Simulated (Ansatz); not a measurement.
The system is Hf2Pd2Se2Br2O3.

```
CELL_PARAMETERS angstrom
3.72613 0.00000 0.00000
-1.86306 3.22692 0.00000
0.00000 0.00000 17.00867
ATOMIC_POSITIONS crystal
Hf 0.66667 0.33333 0.93385
Hf 0.33333 0.66667 0.06615
Pd 0.00000 0.00000 0.30298
Pd 0.00000 0.00000 0.69702
Se 0.33333 0.66667 0.22649
Se 0.66667 0.33333 0.77351
Br 0.66667 0.33333 0.39862
Br 0.33333 0.66667 0.60138
O 0.33333 0.66667 0.92689
O 0.66667 0.33333 0.07311
O 0.00000 0.00000 0.00000
```

The cell was built by a generator and needn't be a form met in nature.

Base run:

| Property | Result |
| --- | --- |
| Program | Ansatz 0.2.0 |
| Functional | PBEsol |
| Potentials or basis | Ansatz PAW |
| Cutoff | 420 eV (not typed: the program's choice for these potentials) |
| k mesh | 8 × 8 × 2 |
| Occupations | fermi-dirac, width 0.05 eV |
| Spin | no spin polarisation |

Its results: band gap on the k mesh none (metal or under the smearing width); pressure -5.0 GPa; largest force 0.352 eV/Å.

Question: The run is repeated on the same cell with these changes: functional from PBEsol to RPBE. What comes out?

Answer: Band gap on the k mesh none (metal or under the smearing width); pressure 3.0 GPa; largest force 0.156 eV/Å.

RPBE binds less tightly than PBEsol, so the same cell stands under more pressure.

Caveats: spin-orbit coupling is left out, which moves the levels of the heavy elements; this functional lacks dispersion, which binds the layers, so the pressure and a relaxed spacing across them are unreliable; the PAW data sets come from PBE, with cores solved anew for the run's functional, which leaves a small shift of forces and pressure.
